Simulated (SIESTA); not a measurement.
**Ti2B under changes of volume**

One of the cells (12.889 Å³/atom); the others are scaled copies at fixed shape and fractional positions:

```
Ti B
1.0
    -2.84781    2.84781    2.38395
     2.84781   -2.84781    2.38395
     2.84781    2.84781   -2.38395
Ti B
4 2
Direct
  0.16440 0.33560 0.50000
  0.83560 0.66440 0.50000
  0.33560 0.83560 0.17120
  0.66440 0.16440 0.82880
  0.25000 0.25000 0.00000
  0.75000 0.75000 0.00000
```

The cell comes from a database or a generator and needn't be the stable form of this composition.

| Quantity | Value |
| --- | --- |
| Program | SIESTA 5.4.2 |
| Functional | PBEsol |
| Potentials or basis | PseudoDojo 0.4 standard (PBEsol files) |
| Basis | DZP (energy shift 0.003 Ry; two zetas on semicore shells) |
| Grid cutoff | 800 Ry |
| Energy shift | 0.003 Ry |
| k mesh | 7 × 7 × 7 |
| Occupations | fermi-dirac, width 0.05 eV |
| Spin | no spin polarisation |

```csv
volume (Å³/atom),energy over the lowest point (meV/atom),pressure (GPa),largest force (eV/Å)
11.878,?,?,?
12.131,2.91,3.8,0.075
12.384,0.00,0.1,0.022
12.889,10.27,-6.3,0.075
13.142,22.66,-9.1,0.124
13.395,39.18,-11.6,0.157
```

What does the run at 11.878 Å³/atom give?

Energy over the lowest point 11.94 meV/atom; pressure 7.8 GPa; largest force 0.142 eV/Å.

Worked out: A Birch-Murnaghan fit of order 3 (a polynomial in V^(-2/3)) to the other rows has its minimum at 12.39 Å³/atom with B0 = V·E''(V) = 172 GPa and B' = 3.5 at fixed shape and positions, which overstates the stiffness. It gives 11.95 meV/atom at 11.878 Å³/atom, against the run's 11.94, and -dE/dV = 7.8 GPa, against 7.8.

Energies are extrapolated to zero smearing.

Caveats: the basis of atomic orbitals isn't converged, which shifts pressures, moduli and gaps.
